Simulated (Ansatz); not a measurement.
# CH3FN2Si: two geometries relaxed

Are the two ends of the rotation by 120° about the N1–Si2 bond separate minima, and which lies lower? Each is relaxed from a guess. SMILES of the start: N[SiH]1N=C1F.

Program: Ansatz 0.2.0. Level of theory: RKS PBE-D4/STO-3G. These are calculated values, not measurements.

## Step 1: The structure to begin with

Bond lengths: N1–Si2 1.654 Å, Si2–N3 1.911 Å, Si2–C4 1.771 Å, N3–C4 1.320 Å, C4–F5 1.241 Å, N1–H6 1.089 Å, N1–H7 1.009 Å, Si2–H8 1.476 Å. Angles: N1–Si2–N3 91.0°, N1–Si2–C4 124.0°, N1–Si2–H8 105.8°, N3–Si2–C4 41.8°, N3–Si2–H8 104.1°, C4–Si2–H8 112.6°, Si2–N1–H6 105.9°, Si2–N1–H7 107.1°, H6–N1–H7 99.3°, Si2–N3–C4 63.4°, Si2–C4–N3 74.8°, Si2–C4–F5 151.5°, N3–C4–F5 133.3°.

Structure file:

```xyz
8

N    -1.4837   -0.4338   -0.0307
Si    0.0525   -0.5224    0.5754
N     0.7008    0.6271   -0.8066
C     1.2713    0.7477    0.3771
F     2.1089    1.5372    0.8416
H    -1.6659    0.6209   -0.2310
H    -1.4485   -0.7769   -0.9794
H     0.5566   -1.8569    0.1978
```

## Step 2: End point A

input.yaml reads:

```yaml
crystal:
  periodic: [false, false, false]
  atoms:
    - { symbol: "N", position_ang: [-1.4837, -0.4338, -0.0307] }
    - { symbol: Si, position_ang: [0.0525, -0.5224, 0.5754] }
    - { symbol: "N", position_ang: [0.7008, 0.6271, -0.8066] }
    - { symbol: C, position_ang: [1.2713, 0.7477, 0.3771] }
    - { symbol: F, position_ang: [2.1089, 1.5372, 0.8416] }
    - { symbol: H, position_ang: [-1.6659, 0.6209, -0.231] }
    - { symbol: H, position_ang: [-1.4485, -0.7769, -0.9794] }
    - { symbol: H, position_ang: [0.5566, -1.8569, 0.1978] }
basis:
  gaussian: { orbitals: STO-3G }
hamiltonian:
  xc: pbe
  dispersion: d4
relax:
  f_tol: 0.015
  max_steps: 40
output:
  orbitals: {}
```

Started as:

```console
ansatz run input.yaml --threads 1 --pin off --max-ram 2048MiB --backend cpu --events-out ev --progress --plain --runs-dir out
```

Output, shortened:

```text
Warning: RAYON_NUM_THREADS=1 ignored (pool sized by the plan → 1); use --threads N
[...]
Functional definition: PBE
[...]
463 factors; integrals over basis functions are off by at most 1.2e-5 eV
[...]
mean field -14462.17208268 eV, -531.4750212261 hartree, gradient 1.2e-5 eV, S^2 0.000000; 0 other end points of the search recorded, 0 dependent functions left out
[...]
reference -14462.17209968 eV, -531.4750218510 hartree; 23, 23 occupied and 9, 9 virtual orbitals, 463 factors
relax step   1: F+E_penalty+E_count = -14462.33919328 eV  Δ(F+E_penalty+E_count) = +0.000e0 eV  max|allowed force component| = 5.882e0 eV/Å  Δτ_max = 0.0000 Å  (26 SCF iters, accepted)
[...]
relax step   4: F+E_penalty+E_count = -14464.14620308 eV  Δ(F+E_penalty+E_count) = -1.177e-1 eV  max|allowed force component| = 6.698e-1 eV/Å  Δτ_max = 0.1927 Å  (35 SCF iters, accepted)
[...]
relax step   7: F+E_penalty+E_count = -14464.26422850 eV  Δ(F+E_penalty+E_count) = -4.437e-2 eV  max|allowed force component| = 2.566e-1 eV/Å  Δτ_max = 0.0973 Å  (28 SCF iters, accepted)
[...]
relax step  10: F+E_penalty+E_count = -14464.28647068 eV  Δ(F+E_penalty+E_count) = -5.178e-3 eV  max|allowed force component| = 1.082e-1 eV/Å  Δτ_max = 0.0565 Å  (27 SCF iters, accepted)
[...]
relax step  13: F+E_penalty+E_count = -14464.28746843 eV  Δ(F+E_penalty+E_count) = -3.027e-4 eV  max|allowed force component| = 3.671e-2 eV/Å  Δτ_max = 0.0222 Å  (28 SCF iters, accepted)
[...]
relax step  14: F+E_penalty+E_count = -14464.28752300 eV  Δ(F+E_penalty+E_count) = -5.457e-5 eV  max|allowed force component| = 1.279e-2 eV/Å  Δτ_max = 0.0040 Å  (20 SCF iters, accepted)
463 factors; integrals over basis functions are off by at most 1.1e-5 eV
[...]
mean field -14464.12995632 eV, -531.5469717553 hartree, gradient 2.4e-5 eV, S^2 0.000000; 1 other end points of the search recorded, 0 dependent functions left out
[...]
reference -14464.12997379 eV, -531.5469723974 hartree; 23, 23 occupied and 9, 9 virtual orbitals, 463 factors
Total energy: -14464.28754047 eV, -531.5527628662 hartree
Atom 0 at    -1.545552    -0.308631     0.059215 Å, force    -0.012788     0.000112    -0.007030 eV/Å
Atom 1 at     0.213841    -0.542415     0.002823 Å, force     0.006234     0.002930    -0.003709 eV/Å
Atom 2 at     1.379242     0.598497    -0.951552 Å, force    -0.001458     0.000205     0.003841 eV/Å
Atom 3 at     1.321425     0.796360     0.395223 Å, force     0.005494     0.000440     0.000197 eV/Å
Atom 4 at     1.986719     1.699255     1.171056 Å, force    -0.003356    -0.002707    -0.002387 eV/Å
Atom 5 at    -1.794204     0.638899    -0.347132 Å, force     0.001966    -0.002638     0.002274 eV/Å
Atom 6 at    -2.014044    -0.994223    -0.601772 Å, force     0.003213     0.002542     0.005514 eV/Å
Atom 7 at     0.544573    -1.944843     0.216340 Å, force     0.000695    -0.000885     0.001301 eV/Å
Dipole moment:    -0.298638    -0.196123     0.018842 e Å
```

Run time: 2.3 min. Hardware: 1 thread of an x86-64 CPU, shared host; peak memory 0.15 GiB.

The steps of the relaxation:

| step | energy from step 1 (eV) | largest force component (eV/Å) |
| --- | --- | --- |
| 1 | 0.0000 | 5.8819 |
| 2 | -1.3005 | 2.4106 |
| 3 | -1.6893 | 0.6755 |
| 4 | -1.8070 | 0.6698 |
| 5 | -1.8807 | 0.5134 |
| 6x | -1.7063 | 3.0691 |
| 7 | -1.9250 | 0.2566 |
| 8 | -1.9323 | 0.1826 |
| 9 | -1.9421 | 0.2883 |
| 10 | -1.9473 | 0.1082 |
| 11x | -1.9468 | 0.2680 |
| 12 | -1.9480 | 0.0419 |
| 13 | -1.9483 | 0.0367 |
| 14 | -1.9483 | 0.0128 |

Step 1 is the start. 2 steps were tried and not accepted (marked x).

After: Bond lengths: N1–Si2 1.776 Å, Si2–N3 1.890 Å, Si2–C4 1.781 Å, N3–C4 1.362 Å, C4–F5 1.364 Å, N1–H6 1.061 Å, N1–H7 1.061 Å, Si2–H8 1.457 Å. Angles: N1–Si2–N3 123.2°, N1–Si2–C4 120.7°, N1–Si2–H8 110.3°, N3–Si2–C4 43.4°, N3–Si2–H8 121.0°, C4–Si2–H8 123.4°, Si2–N1–H6 109.7°, Si2–N1–H7 109.4°, H6–N1–H7 103.6°, Si2–N3–C4 64.0°, Si2–C4–N3 72.5°, Si2–C4–F5 157.9°, N3–C4–F5 129.6°.

## Step 3: End point B

The second end starts from a geometry with the move made by hand.

input.yaml reads:

```yaml
crystal:
  periodic: [false, false, false]
  atoms:
    - { symbol: "N", position_ang: [-1.4837, -0.4338, -0.0307] }
    - { symbol: Si, position_ang: [0.0525, -0.5224, 0.5754] }
    - { symbol: "N", position_ang: [-0.52481, 0.2176, 2.23994] }
    - { symbol: C, position_ang: [0.43053, -0.69077, 2.29781] }
    - { symbol: F, position_ang: [1.00191, -1.26614, 3.23756] }
    - { symbol: H, position_ang: [-1.6659, 0.6209, -0.231] }
    - { symbol: H, position_ang: [-1.4485, -0.7769, -0.9794] }
    - { symbol: H, position_ang: [0.80074, 0.57635, -0.06529] }
basis:
  gaussian: { orbitals: STO-3G }
hamiltonian:
  xc: pbe
  dispersion: d4
relax:
  f_tol: 0.015
  max_steps: 40
```

Started as:

```console
ansatz run input.yaml --threads 1 --pin off --max-ram 2048MiB --backend cpu --events-out ev --progress --plain --runs-dir out
```

Output, shortened:

```text
Warning: RAYON_NUM_THREADS=1 ignored (pool sized by the plan → 1); use --threads N
[...]
[... 1 set-up line as earlier in the session ...]
[...]
462 factors; integrals over basis functions are off by at most 1.2e-5 eV
[...]
mean field -14462.20631404 eV, -531.4762792056 hartree, gradient 1.5e-5 eV, S^2 0.000000; 0 other end points of the search recorded, 0 dependent functions left out
[...]
reference -14462.20633078 eV, -531.4762798207 hartree; 23, 23 occupied and 9, 9 virtual orbitals, 462 factors
relax step   1: F+E_penalty+E_count = -14462.37101639 eV  Δ(F+E_penalty+E_count) = +0.000e0 eV  max|allowed force component| = 5.717e0 eV/Å  Δτ_max = 0.0000 Å  (26 SCF iters, accepted)
[...]
relax step   4: F+E_penalty+E_count = -14463.99655928 eV  Δ(F+E_penalty+E_count) = -2.757e-2 eV  max|allowed force component| = 2.058e0 eV/Å  Δτ_max = 0.2000 Å  (34 SCF iters, accepted)
[...]
relax step   7: F+E_penalty+E_count = -14464.09452111 eV  Δ(F+E_penalty+E_count) = -9.903e-3 eV  max|allowed force component| = 1.194e-1 eV/Å  Δτ_max = 0.0268 Å  (28 SCF iters, accepted)
[...]
relax step  10: F+E_penalty+E_count = -14464.10332948 eV  Δ(F+E_penalty+E_count) = -6.088e-3 eV  max|allowed force component| = 1.383e-1 eV/Å  Δτ_max = 0.1000 Å  (26 SCF iters, accepted)
[...]
relax step  13: F+E_penalty+E_count = -14464.12906574 eV  Δ(F+E_penalty+E_count) = -1.791e-2 eV  max|allowed force component| = 2.469e-1 eV/Å  Δτ_max = 0.0875 Å  (27 SCF iters, accepted)
[...]
relax step  14: F+E_penalty+E_count = -14464.14475550 eV  Δ(F+E_penalty+E_count) = -1.569e-2 eV  max|allowed force component| = 2.599e-1 eV/Å  Δτ_max = 0.1000 Å  (27 SCF iters, accepted)
[...]
462 factors; integrals over basis functions are off by at most 1.9e-5 eV
mean field -14464.00847928 eV, -531.5425075564 hartree, gradient 2.6e-5 eV, S^2 0.000000; 0 other end points of the search recorded, 0 dependent functions left out
[...]
reference -14464.00849673 eV, -531.5425081977 hartree; 23, 23 occupied and 9, 9 virtual orbitals, 462 factors
```

## Step 4: More of the same log: end point B relaxed

Output, continued, shortened:

```text
relax step  15: F+E_penalty+E_count = -14464.16570940 eV  Δ(F+E_penalty+E_count) = -2.095e-2 eV  max|allowed force component| = 5.556e-1 eV/Å  Δτ_max = 0.1463 Å  (27 SCF iters, accepted)
[...]
relax step  17: F+E_penalty+E_count = -14464.24861123 eV  Δ(F+E_penalty+E_count) = -7.413e-2 eV  max|allowed force component| = 2.727e-1 eV/Å  Δτ_max = 0.2000 Å  (28 SCF iters, accepted)
[...]
relax step  19: F+E_penalty+E_count = -14464.28214159 eV  Δ(F+E_penalty+E_count) = -1.491e-2 eV  max|allowed force component| = 2.753e-1 eV/Å  Δτ_max = 0.0728 Å  (27 SCF iters, accepted)
[...]
relax step  21: F+E_penalty+E_count = -14464.28668560 eV  Δ(F+E_penalty+E_count) = -9.209e-4 eV  max|allowed force component| = 2.320e-1 eV/Å  Δτ_max = 0.0496 Å  (28 SCF iters, accepted)
[...]
reference -14464.13000789 eV, -531.5469736503 hartree; 23, 23 occupied and 9, 9 virtual orbitals, 463 factors
Total energy: -14464.28755700 eV, -531.5527634734 hartree
Atom 0 at    -1.308081    -0.591868    -0.351313 Å, force    -0.000706     0.005871     0.001205 eV/Å
Atom 1 at     0.110044    -0.104003     0.600874 Å, force    -0.003409     0.001298    -0.006435 eV/Å
Atom 2 at    -0.014988     0.723733     2.294895 Å, force     0.002767    -0.012313    -0.001553 eV/Å
Atom 3 at     0.280251    -0.606602     2.301161 Å, force    -0.002788     0.011619    -0.000164 eV/Å
Atom 4 at     0.505787    -1.442444     3.354535 Å, force     0.000443    -0.002019     0.004036 eV/Å
Atom 5 at    -2.182088    -0.518371     0.245059 Å, force     0.004434    -0.000604    -0.001520 eV/Å
Atom 6 at    -1.473446     0.116418    -1.124286 Å, force     0.000684    -0.003685     0.003028 eV/Å
Atom 7 at     1.245291     0.147977    -0.276605 Å, force    -0.001426    -0.000167     0.001404 eV/Å
Dipole moment:    -0.099491    -0.025884    -0.342765 e Å
```

Wall time 2.5 min (1 thread of an x86-64 CPU, shared host); peak memory 0.19 GiB.

The steps of the relaxation:

| step | energy from step 1 (eV) | largest force component (eV/Å) |
| --- | --- | --- |
| 1 | 0.0000 | 5.7172 |
| 2 | -1.2872 | 1.7551 |
| 3 | -1.5980 | 0.7510 |
| 4 | -1.6255 | 2.0577 |
| 5 | -1.6987 | 0.5711 |
| 6 | -1.7136 | 0.5763 |
| 7 | -1.7235 | 0.1194 |
| 8x | -1.7061 | 0.3939 |
| 9 | -1.7262 | 0.0279 |
| 10 | -1.7323 | 0.1383 |
| 11 | -1.7401 | 0.3958 |
| 12x | -1.7308 | 1.1532 |
| 13 | -1.7581 | 0.2469 |
| 14 | -1.7737 | 0.2599 |
| 15 | -1.7947 | 0.5556 |
| 16 | -1.8035 | 1.1446 |
| 17 | -1.8776 | 0.2727 |
| 18 | -1.8962 | 0.5505 |
| 19 | -1.9111 | 0.2753 |
| 20 | -1.9147 | 0.0631 |
| 21 | -1.9157 | 0.2320 |
| 22 | -1.9163 | 0.0781 |
| 23 | -1.9164 | 0.0327 |
| 24 | -1.9165 | 0.0123 |

Step 1 is the start. 2 steps were tried and not accepted (marked x).

After: Bond lengths: N1–Si2 1.776 Å, Si2–N3 1.890 Å, Si2–C4 1.781 Å, N3–C4 1.363 Å, C4–F5 1.363 Å, N1–H6 1.061 Å, N1–H7 1.061 Å, Si2–H8 1.457 Å. Angles: N1–Si2–N3 123.2°, N1–Si2–C4 120.7°, N1–Si2–H8 110.3°, N3–Si2–C4 43.5°, N3–Si2–H8 121.1°, C4–Si2–H8 123.3°, Si2–N1–H6 109.7°, Si2–N1–H7 109.4°, H6–N1–H7 103.6°, Si2–N3–C4 64.0°, Si2–C4–N3 72.5°, Si2–C4–F5 157.9°, N3–C4–F5 129.6°.

## Step 5: Outcome

```
                           quantity                     value
                              end A  11 moves, 1.948 eV lower
                              end B  21 moves, 1.917 eV lower
largest difference between the ends                    0.00 Å
            end B relative to end A                 -0.000 eV
```

What this shows: The two relaxations end at one structure, within 0.00 Å: no second minimum was found from this start, which doesn't rule one out. In so small a basis the energies are only a sketch.
